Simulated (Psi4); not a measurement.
# GeSiNH7 (SMILES [SiH3][NH][GeH3]): a chain of runs, part 2 of 2

Psi4 1.11. Earlier steps stand in the parts before.

## (4) The doublet cation: a geometry optimisation at U-wB97X-D/def2-SVPD (density fitting) (run 3)

The input, geh7nsi.xyz:

```xyz
10
GeH7NSi
Si    -1.160968     0.524295    -0.954878
N      0.461787     0.338683    -0.359673
Ge     1.025553    -0.679791     1.067568
H     -1.937451    -0.669111    -0.515312
H     -1.157283     0.612637    -2.443950
H     -1.855732     1.743778    -0.439070
H      1.166051     0.951033    -0.755403
H     -0.015961    -1.788947     1.254673
H      1.129227     0.157991     2.355572
H      2.407582    -1.261731     0.735909
```

The input, job.py:

```python
import psi4

psi4.set_memory(1600000000)
psi4.set_num_threads(1)
psi4.set_output_file('run.log', False)

with open('geh7nsi.xyz') as f:
    atoms = ''.join(f.readlines()[2:])
mol = psi4.geometry('1 2\n' + atoms + 'symmetry c1')

psi4.set_options({
    'reference': 'uks',
    'geom_maxiter': 50,
})

e, wfn = psi4.optimize('wb97x-d/def2-SVPD', return_wfn=True)
print(f'total energy {e:.8f} hartree = {e * 27.211386:.5f} eV')
print(mol.to_string(dtype='xyz', units='Angstrom'))
```

Launch:

```console
$ python job.py
```

run.log:

```text
-----------------------------------------

    			 OPTKING 3.0: for geometry optimizations

    			        with contributions from

    			-----------------------------------------

		 -- Optimization Parameters --
	GEOM_MAXITER                   =              50
	ALG_GEOM_MAXITER               =              50
	PRINT                          =               1
	OPT_TYPE                       =             MIN
	STEP_TYPE                      =             RFO
	PROGRAM                        =            PSI4
	STEEPEST_DESCENT_TYPE          =         OVERLAP
	CONJUGATE_GRADIENT_TYPE        =        FLETCHER
	OPT_COORDINATES                =        INTERNAL
	RFO_FOLLOW_ROOT                =           False
	RFO_ROOT                       =               0
	ACCEPT_SYMMETRY_BREAKING       =           False
	DYNAMIC_LVL                    =               0
	DYNAMIC_LVL_MAX                =               0
	IRC_STEP_SIZE                  =             0.2
	IRC_DIRECTION                  =         FORWARD
	IRC_POINTS                     =              20
	IRC_MODE                       =          NORMAL
	IRC_CONVERGENCE                =            -0.7
	INTRAFRAG_STEP_LIMIT           =             0.5
	INTRAFRAG_STEP_LIMIT_MIN       =           0.001
	INTRAFRAG_STEP_LIMIT_MAX       =             1.0
	INTERFRAG_STEP_LIMIT           =             0.5
	INTERFRAG_STEP_LIMIT_MIN       =           0.001
	INTERFRAG_STEP_LIMIT_MAX       =             1.0
	ENSURE_BT_CONVERGENCE          =           False
	SIMPLE_STEP_SCALING            =           False
	CONSECUTIVE_BACKSTEPS          =               0
	RFO_NORMALIZATION_MAX          =             100
	RSRFO_ALPHA_MAX                =     100000000.0
	PRINT_TRAJECTORY_XYZ_FILE      =           False
	WRITE_TRAJECTORY               =           False
	FROZEN_DISTANCE                =
	FROZEN_BEND                    =
gradient() will perform analytic gradient computation.

   => Loading Basis Set <=

    Name: DEF2-SVPD
    Role: ORBITAL
    Keyword: BASIS

   => WB97X-D: Empirical Dispersion <=

    Chai and Head-Gordon Dispersion Correction

        s6 =       1.000000

         ---------------------------------------------------------
                                   SCF
                              UKS Reference
                        1 Threads,   1525 MiB Core
         ---------------------------------------------------------

  ==> Geometry <==

    Molecular point group: c1
    Full point group: C1

    Geometry (in Angstrom), charge = 1, multiplicity = 2:

       Center              X                  Y                   Z               Mass
    ------------   -----------------  -----------------  -----------------  -----------------
         SI          -1.563799874879     0.777202849893    -1.340046248750    27.976926534650
         N            0.058955125121     0.591590849893    -0.744841248750    14.003074004430
         GE           0.622721125121    -0.426883150107     0.682399751250    73.921177761000
[... 6 lines of this table left out ...]
         H            2.004750125121    -1.008823150107     0.350740751250     1.007825032230

  Running in c1 symmetry.

  Rotational constants: A =      0.76813  B =      0.06662  C =      0.06412 [cm^-1]
  Rotational constants: A =  23028.03518  B =   1997.08721  C =   1922.32491 [MHz]
  Nuclear repulsion =  260.065531235670960

  Charge       = 1
  Multiplicity = 2
  Electrons    = 59
  Nalpha       = 30
  Nbeta        = 29

  ==> Algorithm <==

  SCF Algorithm Type is DF.
  DIIS enabled.
  MOM disabled.
  Fractional occupation disabled.
  Guess Type is SAD.
  Energy threshold   = 1.00e-08
  Density threshold  = 1.00e-08
  Integral threshold = 1.00e-12

  ==> Primary Basis <==

  Basis Set: DEF2-SVPD
    Blend: DEF2-SVPD
    Number of shells: 60
    Number of basis functions: 138
    Number of Cartesian functions: 146
    Spherical Harmonics?: true
    Max angular momentum: 2

  ==> DFT Potential <==

   => LibXC <=

    Version 7.1.2

   => Composite Functional: WB97X-D <=

    wB97X-D Hyb-GGA Exchange-Correlation Functional

    Deriv               =              1
    GGA                 =           TRUE
    Meta                =          FALSE

    Exchange Hybrid     =           TRUE
    MP2 Hybrid          =          FALSE

   => Exchange-Correlation Functionals <=

    1.0000   wB97X-D range-separated functional

   => Exact (HF) Exchange <=

    0.7780            HF,LR [omega = 0.2000]
    0.2220               HF

   => LibXC Density Thresholds  <==

    XC_HYB_GGA_XC_WB97X_D:  1.00E-14

   => Molecular Quadrature <=

    Radial Scheme          =       TREUTLER
    Pruning Scheme         =           NONE
    Nuclear Scheme         =       TREUTLER

    Blocking Scheme        =         OCTREE
    BS radius alpha        =              1
    Pruning alpha          =              1
    Radial Points          =             75
    Spherical Points       =            302
    Total Points           =         216953
    Total Blocks           =           1636
    Max Points             =            256
    Max Functions          =            136
    Weights Tolerance      =       1.00E-15

   => Loading Basis Set <=

    Name: (DEF2-SVPD AUX)
    Role: JKFIT
    Keyword: DF_BASIS_SCF

  ==> Integral Setup <==

  DFHelper Memory: AOs need 0.256 GiB; user supplied 0.408 GiB.
  SCF_SUBTYPE=INCORE selected. In-core MEM_DF algorithm will be used.
  Using in-core AOs.

  ==> MemDFJK: Density-Fitted J/K Matrices <==

[... 274 lines left out ...]
	   Step    Total Energy     Delta E     Max Force     RMS Force      Max Disp      RMS Disp   ~
[... 83 lines left out ...]
    Weights Tolerance      =       1.00E-15
[... 61 lines left out ...]
   @DF-UKS iter   2: -2424.80226591843893   -1.94114e-04   2.17777e-04 ADIIS/DIIS
[... 3 lines left out ...]
   @DF-UKS iter   6: -2424.80273907934998   -1.27769e-06   2.70190e-06 DIIS
[... 279 lines left out ...]
	  Convergence Criteria     1.00e-06 *    3.00e-04 *             o    1.20e-03 *             o
[... 110 lines left out ...]
   @DF-UKS iter   1: -2424.80286851632854   -7.96477e-03   1.78620e-05 DIIS
[... 3 lines left out ...]
   @DF-UKS iter   5: -2424.80287507716002   -4.56971e-08   4.11952e-07 DIIS
[... 3 lines left out ...]
   @DF-UKS iter   9: -2424.80287509141726   -4.68390e-11   9.88125e-09 DIIS
[... 11 lines left out ...]
   @S^2 Observed:                7.564234427E-01
[... 46 lines left out ...]
  @DF-UKS Final Energy: -2424.80287509141726
[... 6 lines left out ...]
    DFT Exchange-Correlation Energy =     -80.5030110377285411
[... 162 lines left out ...]
	                                 ==> Convergence Check <==
[... 78 lines left out ...]
    Weights Tolerance      =       1.00E-15
[... 35 lines left out ...]
   @DF-UKS iter   2: -2424.80289291174358   -2.58176e-06   1.89721e-05 DIIS
[... 3 lines left out ...]
   @DF-UKS iter   6: -2424.80289662304858   -1.36793e-08   3.05823e-07 DIIS
[... 3 lines left out ...]
  Energy and wave function converged.
[... 11 lines left out ...]
   @S   Expected:                5.000000000E-01
[... 13 lines left out ...]
    Nuclear Repulsion Energy =            249.8268715025405697
[... 3 lines left out ...]
    Empirical Dispersion Energy =          -0.0038530903942956
[... 26 lines left out ...]
 Dipole Y            :         -5.5545585            6.2546064            0.7000479
[... 128 lines left out ...]
	Measures of convergence in internal coordinates in au.
[... 108 lines left out ...]
                           Total Energy        Delta E     RMS |[F,P]|
[... 4 lines left out ...]
   @DF-UKS iter   3: -2424.80290536631537   -5.18699e-07   3.17355e-06 DIIS
[... 3 lines left out ...]
   @DF-UKS iter   7: -2424.80290564116694   -2.34468e-09   7.70144e-08 DIIS
[... 3 lines left out ...]
  Energy and wave function converged.
[... 11 lines left out ...]
   @S   Expected:                5.000000000E-01
[... 13 lines left out ...]
    Nuclear Repulsion Energy =            249.6947313071956955
[... 3 lines left out ...]
    Empirical Dispersion Energy =          -0.0038504406817197
[... 26 lines left out ...]
 Dipole Y            :         -5.5460455            6.2513561            0.7053106
[... 93 lines left out ...]
	Measures of convergence in internal coordinates in au.
[... 108 lines left out ...]
                           Total Energy        Delta E     RMS |[F,P]|
[... 4 lines left out ...]
   @DF-UKS iter   3: -2424.80292115005113   -1.74062e-06   4.86587e-06 DIIS
[... 3 lines left out ...]
   @DF-UKS iter   7: -2424.80292188881958   -4.41833e-09   1.52086e-07 DIIS
[... 3 lines left out ...]
  Energy and wave function converged.
[... 11 lines left out ...]
   @S   Expected:                5.000000000E-01
[... 13 lines left out ...]
    Nuclear Repulsion Energy =            249.6739537234741420
[... 3 lines left out ...]
    Empirical Dispersion Energy =          -0.0038492440061411
[... 26 lines left out ...]
 Dipole Y            :         -5.5469319            6.2576890            0.7107571
[... 93 lines left out ...]
	Measures of convergence in internal coordinates in au.
[... 239 lines left out ...]
	                                 ==> Convergence Check <==
[... 454 lines left out ...]
	Current energy:     -2424.8030667337
[... 40 lines left out ...]
	  Convergence Criteria     1.00e-06 *    3.00e-04 *             o    1.20e-03 *             o
[... 406 lines left out ...]
	  -0.001626
	  -0.002952   0.000394  -0.000445   0.000361  -0.005524  -0.000837   0.000230
	   0.000773  -0.000183   0.001092  -0.000959  -0.004227  -0.000858   0.002795
	  -0.000064  -0.000840   0.002468  -0.000134  -0.013455   0.000251   0.015390
	  -0.000637   0.000846  -0.001262   0.001533   0.002571   0.003382  -0.005990
	   0.011265  -0.006259  -0.003107   0.014149  -0.003376  -0.001341  -0.000303
	   0.000508
	   0.004637   0.000007  -0.000330  -0.000176  -0.000105   0.000002   0.000160
	  -0.000071  -0.000192  -0.003104   0.001052   0.003040  -0.003286   0.001478
	   0.000798   0.000051  -0.000404   0.002052  -0.000849   0.014013  -0.014563
	  -0.000834  -0.000613   0.001157   0.001962   0.002557   0.001435  -0.006251
	  -0.005110   0.011480  -0.004517  -0.003376   0.013214   0.000231   0.000826
	  -0.000297
	   0.000937  -0.000097   0.000062   0.000495  -0.002376  -0.000006  -0.000371
	   0.001076  -0.000206  -0.000032  -0.000694  -0.000415   0.000359   0.000397
	   0.000353   0.001795  -0.001372   0.000725   0.001911  -0.000496  -0.001698
	   0.015670  -0.014612  -0.001579   0.011975  -0.005922  -0.004371   0.002445
	   0.000320   0.001891   0.000785  -0.001341   0.000231   0.013635  -0.004262
	  -0.002711
	  -0.005276   0.000022   0.000230   0.000208   0.001500   0.000493  -0.000117
	  -0.000021   0.000101   0.003352  -0.000920  -0.000574   0.001454  -0.000010
	  -0.003806  -0.001414   0.002306  -0.002431   0.000169   0.000695  -0.001533
	  -0.014162   0.001131   0.015245  -0.005794   0.011580  -0.005084   0.001832
	   0.001232   0.002361   0.000297  -0.000303   0.000826  -0.004262   0.013112
	  -0.003552
	  -0.000933  -0.000206   0.000388  -0.000378   0.007373   0.001029  -0.000019
	  -0.001133   0.000211  -0.002261   0.002483   0.000245  -0.000496  -0.000143
	   0.001330  -0.000946  -0.001033  -0.000221  -0.001796   0.001149   0.000953
	   0.000660   0.014555  -0.015051  -0.005267  -0.006107   0.010714   0.000939
	   0.003073   0.002268  -0.001626   0.000508  -0.000297  -0.002711  -0.003552
	   0.013270

	         Geometry (au)                                       Gradient (au)
  -3.1522867102   1.5243399725  -2.7451199039		   0.0000135713  -0.0000198917   0.0000374477
  -0.0702632520   1.4648672409  -1.1543534012		  -0.0001221713   0.0000140078  -0.0000786114
   1.2807411097  -0.9063402732   1.3348066388		   0.0000135773   0.0000265798   0.0000280631
[... 6 lines of this table left out ...]
   3.6436299113  -1.8584251662  -0.0109518588		  -0.0000060876   0.0000354782  -0.0000398920

	Current energy:     -2424.8030670490
	Energy change for the previous step:
		Actual       :        -0.0000003153
		Projected    :        -0.0000001342

	        --- Internal Coordinate Step in ANG or DEG, aJ/ANG or AJ/DEG ---
	-------------------------------------------------------------------------------
	           Coordinate      Previous         Force          Change          New
	           ----------      --------        ------          ------        ------
	               R(1,2)       1.83564        0.00052        0.00017       1.83581
	               R(1,4)       1.47492        0.00002        0.00001       1.47493
	               R(1,5)       1.48325       -0.00002        0.00000       1.48325
[... 32 lines of this table left out ...]
	          D(7,2,3,10)     -58.26952        0.00000       -0.03035     -58.29987
	-------------------------------------------------------------------------------

	                            ===> Fragment 1 <==

	 Z (Atomic Numbers)          Masses                          Geom
	      14.000000            27.976927         -3.15219665  1.52429890 -2.74506476
	       7.000000            14.003074         -0.07027063  1.46611291 -1.15336587
	      32.000000            73.921178          1.28064870 -0.90648488  1.33419995
[... 6 lines of this table left out ...]
	       1.000000             1.007825          3.64285038 -1.85894006 -0.01250289

	 - Coordinate -           - BOHR/RAD -       - ANG/DEG -
	 R(1,2)           =         3.469173           1.835807
	 R(1,4)           =         2.787214           1.474930
	 R(1,5)           =         2.802942           1.483253
[... 32 lines of this table left out ...]
	 D(7,2,3,10)      =        -1.017525         -58.299871

	                                 ==> Convergence Check <==

	Measures of convergence in internal coordinates in au.

	Criteria marked as inactive (o), active & met (*), and active & unmet ( ).

	----------------------------------------------------------------------------------------------
	   Step    Total Energy     Delta E     Max Force     RMS Force      Max Disp      RMS Disp
	----------------------------------------------------------------------------------------------
	  Convergence Criteria     1.00e-06 *    3.00e-04 *             o    1.20e-03 *             o
	----------------------------------------------------------------------------------------------
	    14   -2424.80306705   -3.15e-07 *    6.35e-05 *    1.51e-05 o    1.63e-03      6.63e-04 o  ~
	----------------------------------------------------------------------------------------------

	                      ===> Final Convergence Report <===

	----------------------------------------------------------------------------
	|   Required Criteria    |  One or More Criteria  |   Alternate Criteria   |
	----------------------------------------------------------------------------
	| [x]     max_force      | [x]       max_DE       |                        |
	|                        | [ ]      max_disp      |                        |
	----------------------------------------------------------------------------

	Fragment 1 (Ang)

	   Si  -1.6680706321   0.8066242381  -1.4526257118
	    N  -0.0371856134   0.7758335383  -0.6103349366
	   Ge   0.6776901070  -0.4796911400   0.7060282063
[... 6 lines of this table left out ...]
	    H   1.9277134047  -0.9837087152  -0.0066162444

	==> Optimization Summary <==

	Measures of convergence in internal coordinates in au. (Any backward steps not shown.)

	---------------------------------------------------------------------------------------------------------------  ~

	 Step         Total Energy             Delta E       MAX Force       RMS Force        MAX Disp        RMS Disp   ~

	---------------------------------------------------------------------------------------------------------------  ~

	     1   -2424.786974199568  -2424.786974199568      0.03136810      0.01017335      0.12502417      0.05108821  ~
	     2   -2424.799541507708     -0.012567308141      0.01360235      0.00466991      0.11545617      0.04281548  ~
	     3   -2424.802739327221     -0.003197819513      0.00274794      0.00112836      0.01951750      0.00815584  ~
[... 10 lines of this table left out ...]
	    14   -2424.803067048989     -0.000000315266      0.00006354      0.00001506      0.00163316      0.00066291  ~
	----------------------------------------------------------------------------------------------------------------

[set-up sections that repeat, and orbital energies of the middle runs, are left out above]
```

On the terminal:

```text
Optimizer: Optimization complete!
total energy -2424.80306705 hartree = -65982.25223 eV
10
1 2 GeH7NSi
Si                   -1.668118288536     0.806645974765    -1.452654893690
N                    -0.037181711718     0.775174360553    -0.610857512995
Ge                    0.677739008039    -0.479614617674     0.706349253926
H                    -2.410466771085    -0.343388699985    -0.903358105922
H                    -1.295778752698     0.694420636742    -2.884017896118
H                    -2.202586940823     2.141209132082    -1.090150904985
H                     0.602269624605     1.535315959259    -0.873301309986
H                    -0.455361961620    -1.477191664306     0.874764241194
H                     0.946606642255     0.448676996285     1.885836863964
H                     1.928125913201    -0.983436245699    -0.005795474094
```

Wall time 14 min (1 thread of AMD EPYC, shared host); peak memory 1.4 GiB.

Steps, from the record of the run:

| step | energy from the first frame kept (eV) | largest force (eV/Å) |
| --- | --- | --- |
| 0 | 0.0000 | 2.9747 |
| 1 | -0.3420 | 1.3307 |
| 2 | -0.4290 | 0.1004 |
| 3 | -0.4327 | 0.0883 |
| 4 | -0.4333 | 0.0137 |
| 5 | -0.4335 | 0.0107 |
| 6 | -0.4340 | 0.0193 |
| 7 | -0.4357 | 0.0391 |
| 8 | -0.4369 | 0.0513 |
| 9 | -0.4376 | 0.0321 |
| 10 | -0.4378 | 0.0188 |
| 11 | -0.4379 | 0.0132 |
| 12 | -0.4379 | 0.0132 |
| 13 | -0.4379 | 0.0075 |

After the run. Bond lengths: Si1–N2 1.836 Å, N2–Ge3 1.955 Å, Si1–H4 1.475 Å, Si1–H5 1.483 Å, Si1–H6 1.483 Å, N2–H7 1.027 Å, Ge3–H8 1.519 Å, Ge3–H9 1.525 Å, Ge3–H10 1.525 Å. Some angles: Si1–N2–Ge3 130.2°, Si1–N2–H7 115.0°, Ge3–N2–H7 114.8°, N2–Si1–H4 105.2°, N2–Si1–H5 102.6°, N2–Si1–H6 102.9°, N2–Ge3–H8 102.9°, N2–Ge3–H9 101.2°, N2–Ge3–H10 101.4°, H4–Si1–H5 115.3°.

## (5) Outcome

The summary covers parts 1 to 2.

```
                                                               quantity           value
                      run 1, wB97X-D/def2-SVPD: total energy at the end  -2425.12908 Eh
                                run 1, wB97X-D/def2-SVPD: dipole moment          0.94 D
                                  run 1, wB97X-D/def2-SVPD: HOMO energy        -9.09 eV
                                  run 1, wB97X-D/def2-SVPD: LUMO energy         1.56 eV
                                run 1, wB97X-D/def2-SVPD: HOMO–LUMO gap        10.66 eV
                            run 1, wB97X-D/def2-SVPD: dispersion energy    -9.95 kJ/mol
                                    doublet cation, run 2: total energy  -2424.78697 Eh
              doublet cation, run 2: HOMO energy (highest over α and β)       -16.39 eV
               doublet cation, run 2: LUMO energy (lowest over α and β)        -9.50 eV
                               doublet cation, run 2: dispersion energy    -9.95 kJ/mol
                                            doublet cation, run 2: ⟨S²⟩           0.758
                         doublet cation, run 3: total energy at the end  -2424.80307 Eh
              doublet cation, run 3: HOMO energy (highest over α and β)       -16.26 eV
               doublet cation, run 3: LUMO energy (lowest over α and β)        -8.44 eV
                               doublet cation, run 3: dispersion energy   -10.09 kJ/mol
                                            doublet cation, run 3: ⟨S²⟩           0.756
adiabatic ionisation energy (to the doublet cation, no zero-point term)        8.871 eV
```

What this shows: The adiabatic ionisation energy (to the doublet cation, no zero-point term) is 8.87 eV (205 kcal/mol). The optimisation (run 1, wB97X-D/def2-SVPD) took 7 steps and changed the energy by -0.009 eV. The optimisation (doublet cation, run 3) took 14 steps and changed the energy by -0.438 eV.
